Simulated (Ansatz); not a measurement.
A run of Ansatz 0.2.0 is set up as follows.

File input.yaml:

```yaml
crystal:
  lattice:
    - [3.85404, 0.14384, 0.09012]
    - [-0.2532, 5.52698, 0.16471]
    - [-0.48197, -1.9272, 5.72025]
  atoms:
    - { symbol: H, position: [0.094166, 0.652494, 0.550054] }
    - { symbol: Pb, position: [0.605285, 0.515642, 0.155095] }
    - { symbol: "N", position: [0.92822, 0.966293, 0.95871] }
    - { symbol: O, position: [0.016478, 0.129581, 0.877625] }
    - { symbol: O, position: [0.709778, 0.001138, 0.128668] }
    - { symbol: O, position: [0.007816, 0.744539, 0.869683] }
    - { symbol: O, position: [0.104785, 0.589885, 0.374456] }
hamiltonian:
  xc: pbe
  pseudopotentials: { kind: paw }
kpoints:
  mp_grid: { grid: [7, 5, 5] }
scf:
  occupations: { method: fermi_dirac, width: 0.05 }
output:
  forces: true
  stress: true
  eigenvalues: true
```

Potentials or basis: Ansatz PAW.

Launch:

```console
$ ansatz run input.yaml --threads 8 --pin off --max-ram 20480MiB --backend cpu --events-out ev --progress --plain --runs-dir out
```

(1) Predict the largest force.

(2) Predict the pressure.

(3) What does it give for the band gap on the k mesh?

## Answers

(1) 3.607 eV/Å.

(2) 0.5 GPa.

(3) 3.23 eV, indirect (least direct gap 3.33 eV).

Caveat: odd divisions of the mesh miss points on the zone boundary, where band edges often lie, so the gap on the mesh can be too wide; the pressure holds a Pulay correction of +0.5 GPa for the finite cutoff; spin-orbit coupling is left out, which as a rule narrows the gap of such compounds by several tenths of an eV.
